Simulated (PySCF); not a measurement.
# H18N6Ni ([Ni(NH3)6]2+): the cost of one run

Programs: PySCF 2.14.0, with routines of our own; each step states its level. All values are computed. Atoms count from 0.

## (1) The starting structure

25 atoms, charge 2, states of the metal's open shell are computed; geometry from: model start, shaken.

## (2) Geometry optimisation at PBE0-D3(BJ)/def2-SVP

What the job is given:

```
{"job": {"xc": "PBE0", "basis": "def2-SVP", "d3": "d3bj", "grid": 1, "maxiter": 45, "solvent": "water", "kind": "geom"}, "charge": 2, "metal": "Ni", "open_shell": "d8"}
Ni     0.000020     0.004480    -0.004110
N     -0.013360    -0.006820     2.105130
H      0.943260     0.020100     2.502950
H     -0.480490     0.823450     2.515690
H     -0.469600    -0.830060     2.509900
N      0.010430    -0.020160    -2.126860
H     -0.970880    -0.019340    -2.537960
H      0.467650     0.797090    -2.506270
H      0.473530    -0.818910    -2.548090
N      2.111920    -0.000730     0.001700
H      2.487380     0.935190    -0.014680
H      2.498200    -0.455270     0.803990
H      2.509850    -0.457910    -0.824860
N     -2.121680     0.001660     0.000960
H     -2.528710    -0.941210     0.020380
H     -2.533540     0.484070     0.817900
H     -2.519960     0.501190    -0.804670
N     -0.017990     2.121120     0.008650
H     -0.002830     2.520580     0.941360
H      0.826110     2.531910    -0.481310
H     -0.813060     2.503390    -0.469270
N     -0.017810    -2.128690    -0.002940
H      0.013480    -2.493160    -0.962210
H      0.804190    -2.500630     0.441290
H     -0.823050    -2.511800     0.490030
```

Started as:

```sh
> OMP_NUM_THREADS=1 python lf_run.py task.json out
```

The driver reads the jobs from task.json and runs them one after another.

**Question.** How long does this first job take on 1 thread of Arm Neoverse N1, shared host, and how much memory does it need?

About 20 min, with a peak of 2.3 GiB.
